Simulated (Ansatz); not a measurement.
# Cu2B4Pd: the cost of one run

Computed with Ansatz 0.2.0 (DFT PBE, scalar-relativistic, plane waves, PAW, unless a step's input says otherwise).

1 further run of the same task is left out (it didn't finish).

**1. Starting point**

The structure is hexagonal, space group P6/mmm (No. 191). The conventional cell has a = 4.828 Å, b = 4.828 Å, c = 3.065 Å, α = 90.00°, β = 90.00°, γ = 120.00°. Around Cu (site symmetry -6m2) lie 3 B at 1.39 Å. B (site symmetry mmm) has 2 Cu at 1.39 Å as nearest neighbours. Around B (site symmetry 6/mmm) lie 2 Pd at 1.53 Å. Pd (site symmetry 6/mmm) is surrounded by 2 B at 1.53 Å.

Coordinates:

```xyz
7
Lattice="4.8282 0.0000 0.0000 -2.4141 4.1813 0.0000 0.0000 0.0000 3.0649" Properties=species:S:1:pos:R:3 pbc="T T T"
Cu    0.0000    2.7876    0.0000
Cu    2.4141    1.3938    0.0000
B     2.4141    0.0000    0.0000
B    -1.2071    2.0907    0.0000
B     1.2071    2.0907    0.0000
B     0.0000    0.0000    1.5325
Pd    0.0000    0.0000    0.0000
```

The cell is invented: random cell by space group and Wyckoff sites (P6/mmm, No. 191). The dimensions are guesses.

**2. Probe: one point on a coarse mesh**

input.yaml

```yaml
crystal:
  lattice:
    - [4.82820057, 0.0, 0.0]
    - [-2.41410028, 4.18134435, 0.0]
    - [0.0, 0.0, 3.06490078]
  atoms:
    - { symbol: Cu, position: [0.33333333, 0.66666667, 0.0] }
    - { symbol: Cu, position: [0.66666667, 0.33333333, 0.0] }
    - { symbol: B, position: [0.5, 0.0, 0.0] }
    - { symbol: B, position: [0.0, 0.5, 0.0] }
    - { symbol: B, position: [0.5, 0.5, 0.0] }
    - { symbol: B, position: [0.0, 0.0, 0.5] }
    - { symbol: Pd, position: [0.0, 0.0, 0.0] }
basis:
  ecutwfc: 420
kpoints:
  mp_grid: { grid: [6, 6, 6] }
hamiltonian:
  xc: pbe
scf:
  occupations: { method: gaussian, width: 0.1 }
  lower_state_search: "off"
output:
  forces: true
  stress: true
  eigenvalues: true
```

The run is started by

```
$ ansatz run input.yaml --threads 1 --pin off --max-ram 2560MiB --backend cpu --events-out ev --progress --plain --runs-dir out
```

Q: Estimate wall time and peak memory on 1 thread of Arm Neoverse V2, shared host.

About 5.1 s, with a peak of 0.36 GiB.
